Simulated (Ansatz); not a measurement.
**GaH₇N₂OSi: small, medium and large basis sets**

How large a basis does GaH₇N₂OSi need? Two functionals are run in growing sets.

Method: one geometry, several basis sets; program: Ansatz 0.2.0, Gaussian basis.

Plan: PBE0-D4/def2-SVP; ωB97M-V/def2-SVP; PBE0-D4/def2-QZVPP; ωB97M-V/def2-QZVPP; the functionals' def2-TZVPP values are taken from earlier runs.

**1. The geometry**

The geometry comes from an earlier relaxation with PBE0-D4 in a triple-zeta def2 set; it is a stationary point, not always the lowest conformer.

12 atoms, charge 0, spin multiplicity 1.

Atoms are counted from 1 here; the program's logs count them from 0.

Bond lengths: N1–Ga2 1.811 Å, N1–H6 1.007 Å, N1–H7 1.006 Å, Ga2–N3 1.808 Å, Ga2–O4 1.786 Å, N3–H8 1.006 Å, N3–H9 1.006 Å, O4–Si5 1.623 Å, Si5–H10 1.489 Å, Si5–H11 1.488 Å, Si5–H12 1.495 Å. Angles: Ga2–N1–H6 119.8°, Ga2–N1–H7 121.8°, H6–N1–H7 111.4°, N1–Ga2–N3 126.7°, N1–Ga2–O4 117.8°, N3–Ga2–O4 115.4°, Ga2–N3–H8 121.8°, Ga2–N3–H9 119.3°, H8–N3–H9 111.5°, Ga2–O4–Si5 137.5°, O4–Si5–H10 110.8°, O4–Si5–H11 110.2°, O4–Si5–H12 111.5°, H10–Si5–H11 108.5°, H10–Si5–H12 107.8°, H11–Si5–H12 108.0°.

**2. PBE0-D4 in def2-SVP**

in.yaml reads:

```yaml
crystal:
  periodic: [false, false, false]
  atoms:
    - {symbol: N, position_ang: [-1.106293, 1.430365, 0.811630]}
    - {symbol: Ga, position_ang: [-0.272144, -0.177168, 0.821613]}
    - {symbol: N, position_ang: [-0.290807, -1.396476, 2.156004]}
    - {symbol: O, position_ang: [0.676149, -0.633957, -0.621563]}
    - {symbol: Si, position_ang: [0.984933, -0.024316, -2.093994]}
    - {symbol: H, position_ang: [-1.228616, 1.924984, -0.056411]}
    - {symbol: H, position_ang: [-1.837890, 1.651334, 1.465523]}
    - {symbol: H, position_ang: [-0.563439, -1.153091, 3.092887]}
    - {symbol: H, position_ang: [0.384962, -2.142198, 2.150854]}
    - {symbol: H, position_ang: [2.399518, 0.429206, -2.192578]}
    - {symbol: H, position_ang: [0.745816, -1.056943, -3.138202]}
    - {symbol: H, position_ang: [0.107802, 1.148261, -2.395765]}
basis:
  gaussian: {orbitals: def2-SVP}
hamiltonian: {xc: pbe0, dispersion: d4}
output: {orbitals: {seedname: orbitals}}
```

Run with:

```bash
$ ansatz run in.yaml --threads 4 --pin off --events-out ev --progress --plain --max-ram 11315MiB
```

After this run come: ωB97M-V in def2-SVP; PBE0-D4 in def2-QZVPP; ωB97M-V in def2-QZVPP.

Before running them: what should the planned runs give, taken together? Wanted: PBE0-D4: double and triple zeta above quadruple; ωB97M-V: double and triple zeta above quadruple.

**Answer**, as computed:

| quantity | value |
| --- | --- |
| PBE0-D4: double and triple zeta above quadruple | 17.79, 1.81 eV |
| ωB97M-V: double and triple zeta above quadruple | 17.88, 1.73 eV |

For PBE0-D4 the step from double to triple zeta gains 15.98 eV and the next only 1.81 eV. These are total energies; as a rule much of such shifts cancels in differences, which this series doesn't test. The LUMO of ωB97M-V is positive and keeps falling with the basis (1.73 to 0.90 eV): an unbound level that the basis holds in place.
